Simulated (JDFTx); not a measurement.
Runs of JDFTx 1.7.0 (patched build) on P2. The cell holds a molecule in a box, 2 atoms: a = 9.000 Å, b = 9.000 Å, c = 11.000 Å, α = 90.00°, β = 90.00°, γ = 90.00°. 

| task | level | potentials or basis | cell | liquid model | variant of the liquid model | solvent | SCF threshold on the energy | further solve for the empty bands | other keys | largest force (eV/Å) |
| --- | --- | --- | --- | --- | --- | --- | --- | --- | --- | --- |
| solvation | OLYP | PseudoDojo-SR-PBE-0.5-standard with smoothed tails | as given | LinearPCM | SCCS_g03 | H2O | 1e-06 Ha | no | - | (a) |
| solvation | OLYP | PseudoDojo-SR-PBE-0.5-standard with smoothed tails | as given | LinearPCM | LA12 | H2O | 1e-06 Ha | no | - | 0.13 |
| solvation | OLYP | PseudoDojo-SR-PBE-0.5-standard with smoothed tails | as given | LinearPCM | SoftSphere | H2O | 1e-06 Ha | no | - | 0.12 |
| solvation | OLYP | PseudoDojo-SR-PBE-0.5-standard with smoothed tails | as given | LinearPCM | GLSSA13 | H2O | 1e-06 Ha | no | - | 0.08 |
| solvation | OLYP | PseudoDojo-SR-PBE-0.5-standard with smoothed tails | as given | NonlinearPCM | GLSSA13 | H2O | 1e-06 Ha | no | - | 0.08 |
| solvation | OLYP | PseudoDojo-SR-PBE-0.5-standard with smoothed tails | as given | LinearPCM | CANDLE | H2O | 1e-06 Ha | no | - | (b) |
| single point | OLYP | PseudoDojo-SR-PBE-0.5-standard with smoothed tails | as given | - | - | - | 1e-07 Ha | yes | - | 0.05 |

Alike in all rows: no spin polarisation; k mesh 1 × 1 × 1; cutoff (eV) 599; smearing fixed.

Problem. Estimate the missing entries.

Solution. (a) 0.07; (b) 0.02.

Caveats: forces may be off by hundredths of an eV/Å; the potentials were made for another functional, which shifts forces and pressure; forces in the liquid are good to some per cent (some runs); the liquid is a continuum model, checked here against plausible ranges alone (some runs).

Runs at the PBE level aren't shown here.
